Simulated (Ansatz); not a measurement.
# BaReH9: the cost of one run

Method: DFT, PBE, plane-wave PAW, default files, scalar-relativistic, as far as a step names no other, in Ansatz 0.2.0.

## (1) Starting point

It takes space group P6_3/mmc (No. 194, hexagonal). Conventional cell: a = 5.225 Å, b = 5.225 Å, c = 9.690 Å, α = 90.00°, β = 90.00°, γ = 120.00°. Around Ba (site symmetry -3m) lie 18 H at 2.78 to 2.90 Å. Re (site symmetry -6m2) is surrounded by 9 H at 1.66 to 1.70 Å. Around H (site symmetry m) lie 1 Re at 1.70 Å. H (site symmetry mm2) has 1 Re at 1.66 Å as nearest neighbours.

Structure file:

```
CELL_PARAMETERS angstrom
5.22524 0.00000 0.00000
-2.61262 4.52519 0.00000
0.00000 0.00000 9.69047
ATOMIC_POSITIONS crystal
Ba 0.00000 0.00000 0.50000
Ba 0.00000 0.00000 0.00000
Re 0.66667 0.33333 0.75000
Re 0.33333 0.66667 0.25000
H 0.53322 0.06643 0.87364
H 0.93357 0.46678 0.87364
H 0.53322 0.46678 0.87364
H 0.46678 0.53322 0.37364
H 0.29943 0.14971 0.75000
H 0.14971 0.29943 0.25000
H 0.14971 0.85029 0.25000
H 0.85029 0.14971 0.75000
H 0.85029 0.70057 0.75000
H 0.70057 0.85029 0.25000
H 0.93357 0.46678 0.62636
H 0.46678 0.93357 0.12636
H 0.46678 0.53322 0.12636
H 0.53322 0.46678 0.62636
H 0.53322 0.06643 0.62636
H 0.06643 0.53322 0.37364
H 0.46678 0.93357 0.37364
H 0.06643 0.53322 0.12636
```

## (2) First run, atoms as given

The input, input.yaml:

```yaml
crystal:
  lattice:
    - [5.2252422045, 0.0, 0.0]
    - [-2.6126211022, 4.52519249, 0.0]
    - [0.0, 0.0, 9.69046833]
  atoms:
    - { symbol: Ba, position: [0.0, 0.0, 0.5] }
    - { symbol: Ba, position: [0.0, 0.0, 0.0] }
    - { symbol: Re, position: [0.6666666667, 0.3333333333, 0.75] }
    - { symbol: Re, position: [0.3333333333, 0.6666666667, 0.25] }
    - { symbol: H, position: [0.533215675, 0.06643135, 0.87363993] }
    - { symbol: H, position: [0.93356865, 0.466784325, 0.87363993] }
    - { symbol: H, position: [0.533215675, 0.466784325, 0.87363993] }
    - { symbol: H, position: [0.466784325, 0.533215675, 0.37363993] }
    - { symbol: H, position: [0.29942863, 0.149714315, 0.75] }
    - { symbol: H, position: [0.149714315, 0.29942863, 0.25] }
    - { symbol: H, position: [0.149714315, 0.850285685, 0.25] }
    - { symbol: H, position: [0.850285685, 0.149714315, 0.75] }
    - { symbol: H, position: [0.850285685, 0.70057137, 0.75] }
    - { symbol: H, position: [0.70057137, 0.850285685, 0.25] }
    - { symbol: H, position: [0.93356865, 0.466784325, 0.62636007] }
    - { symbol: H, position: [0.466784325, 0.93356865, 0.12636007] }
    - { symbol: H, position: [0.466784325, 0.533215675, 0.12636007] }
    - { symbol: H, position: [0.533215675, 0.466784325, 0.62636007] }
    - { symbol: H, position: [0.533215675, 0.06643135, 0.62636007] }
    - { symbol: H, position: [0.06643135, 0.533215675, 0.37363993] }
    - { symbol: H, position: [0.466784325, 0.93356865, 0.37363993] }
    - { symbol: H, position: [0.06643135, 0.533215675, 0.12636007] }
kpoints:
  mp_grid: { grid: [6, 6, 3] }
scf:
  occupations: { method: fermi_dirac, width: 0.02 }
hamiltonian:
  xc: pbe
  pseudopotentials: { kind: paw }
output:
  forces: true
  stress: true
  populations: true
  efg:
    quadrupole_moments_barn: { Ba: 0.236, Re: 2.18, H: 0.00285783 }
    contact_densities: true
```

Started as:

```
> ansatz run input.yaml --threads 1 --pin off --max-ram 2560MiB --backend cpu --events-out ev --progress --plain --runs-dir out
```

**Question.** How long does this run take on 1 thread of Intel Xeon Platinum 8259CL at 2.50GHz (Skylake/Cascade Lake), shared host, and how much memory does it need?

About 21 s, with a peak of 0.73 GiB.
